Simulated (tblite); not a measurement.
# C5H16Si3: the cost of one run

Computed with tblite 0.8.0 and PySCF 2.14.0, with density-fitted response routines of our own, on a single molecule in the gas phase. Atoms count from 0, in the outputs and in this text.

## 1. Starting geometry

24 atoms, charge 0, multiplicity 1; geometry from: force field or distance geometry start.

Bonds of the start (Å): C0–C1 1.33, C1–C2 1.49, C1–Si3 1.85, Si3–C4 1.86, C4–Si5 1.88, Si5–C6 1.86, C6–Si7 1.88, C0–H8 1.10, C0–H9 1.12, C2–H10 1.09, C2–H11 1.12, C2–H12 1.13, Si3–H13 1.46, Si3–H14 1.47, C4–H15 1.09, C4–H16 1.11, Si5–H17 1.49, Si5–H18 1.47, C6–H19 1.09, C6–H20 1.11, Si7–H21 1.47, Si7–H22 1.46, Si7–H23 1.48.

## 2. Optimising the geometry with GFN2-xTB

What the job is given:

```
{"job": {"kind": "relax", "xc": "GFN2-xTB", "basis": "xTB"}, "charge": 0, "multiplicity": 1}
C     -3.800000    -0.996100    -0.362700
C     -2.857800    -0.115200    -0.053300
C     -2.991400     0.887300     1.042700
Si    -1.295700    -0.206200    -1.032900
C      0.161500    -0.309400     0.122800
Si     1.620700     0.330000    -0.884100
C      3.119400    -0.638500    -0.376000
Si     3.935300     0.333300     1.006000
H     -3.663500    -1.734700    -1.170100
H     -4.777300    -1.006300     0.180400
H     -2.034500     1.039300     1.539700
H     -3.287800     1.856100     0.556600
H     -3.813000     0.579200     1.754800
H     -1.204500     1.064700    -1.740600
H     -1.335600    -1.339400    -1.972700
H      0.290100    -1.352100     0.421200
H     -0.011100     0.324400     1.021600
H      1.264200     0.086900    -2.306500
H      1.728600     1.764900    -0.577300
H      2.794100    -1.605700     0.013400
H      3.777700    -0.716600    -1.261800
H      2.892800     0.532500     2.026600
H      5.076500    -0.406900     1.540900
H      4.399500     1.648200     0.518800
```

Launch:

```sh
> OMP_NUM_THREADS=1 python probes_run.py task.json out
```

One launch serves the whole session: the jobs run in the order shown.

**Question.** How long does this first job take on 1 thread of Arm Neoverse V1, shared host?

About 1.8 s.
